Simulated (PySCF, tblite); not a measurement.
# C₄H₉BFO−: geometry, infrared bands and NMR shifts

Wanted: the infrared bands and NMR shifts of C₄H₉BFO− (`CO/C=C\C[BH2-]F`), by calculation.

Programs: tblite 0.8.0 and PySCF 2.14.0, with density-fitted response routines of our own. Each step states its level of theory. These are calculated values for one molecule in the gas phase, unless marked as measured. Atoms count from 0, in the outputs and in this text.

## 1. Starting geometry

16 atoms, charge -1, multiplicity 1; geometry from: force field or distance geometry start.

Bonds of the start (Å): C0–O1 1.43, O1–C2 1.37, C2–C3 1.33, C3–C4 1.48, C4–B5 1.61, B5–F6 1.44, C0–H7 1.13, C0–H8 1.09, C0–H9 1.13, C2–H10 1.09, C3–H11 1.09, C4–H12 1.12, C4–H13 1.11, B5–H14 1.20, B5–H15 1.18.

## 2. Relaxing the molecule with GFN2-xTB

Job settings and geometry (Å):

```
{"job": {"kind": "relax", "xc": "GFN2-xTB", "basis": "xTB"}, "charge": -1, "multiplicity": 1}
C      2.201500     0.818600    -0.147000
O      1.731800    -0.351900    -0.814100
C      0.543800    -0.277300    -1.491900
C     -0.642000    -0.526500    -0.951100
C     -0.847500    -0.941200     0.456500
B     -1.795500     0.176600     1.130800
F     -2.503100    -0.435500     2.222300
H      3.173900     0.515500     0.338800
H      2.338300     1.653400    -0.832100
H      1.501300     1.017000     0.711000
H      0.591900     0.018900    -2.536300
H     -1.523700    -0.438900    -1.582000
H      0.101600    -0.936500     1.047500
H     -1.322200    -1.942600     0.475700
H     -1.050700     0.973900     1.626700
H     -2.506800     0.685400     0.333800
```

Command:

```
$ OMP_NUM_THREADS=1 python probes_run.py task.json out
```

This one command runs all jobs of the session in turn.

**Question.** This job is followed by: GFN2-xTB harmonic vibrations, gas phase; GIAO PBE0/pcSseg-1 NMR shielding, non-relativistic, gas phase. What will the session give for the following? strongest single infrared mode (GFN2-xTB); zero-point energy (GFN2-xTB); 13C shifts against TMS (PBE0/pcSseg-1); 1H shifts against TMS (PBE0/pcSseg-1, means over atoms taken as alike); 17O shifts against H2O (PBE0/pcSseg-1); 11B shifts against BF3·OEt2 (PBE0/pcSseg-1); 19F shifts against CFCl3 (PBE0/pcSseg-1).

**Answer**, as computed:

```
                                                              quantity                             value
                             strongest single infrared mode (GFN2-xTB)             2146 cm⁻¹, 539 km/mol
                                          zero-point energy (GFN2-xTB)                     76.9 kcal/mol
                                13C shifts against TMS (PBE0/pcSseg-1)      141.5, 141.1, 63.6, 30.4 ppm
1H shifts against TMS (PBE0/pcSseg-1, means over atoms taken as alike)  5.93, 5.59, 3.71, 3.26, 1.49 ppm
                                17O shifts against H2O (PBE0/pcSseg-1)                          53.7 ppm
                           11B shifts against BF3·OEt2 (PBE0/pcSseg-1)                          -4.2 ppm
                              19F shifts against CFCl3 (PBE0/pcSseg-1)                        -257.4 ppm
```

**Reading.** Over 93 steps the energy fell by 0.439 eV; of the close pairs, C4–B5 changed most, 1.613 to 1.688 Å. No mode is imaginary among the 42: a minimum at this level. The strongest single mode, at 2146 cm⁻¹, moves mainly H14. Unscaled tight-binding wavenumbers are off by several per cent, some by more. Its intensities can rank the bands wrongly. At PBE0/pcSseg-1: The largest span, 233 ppm, is at C3, where the paramagnetic term is -211 ppm.
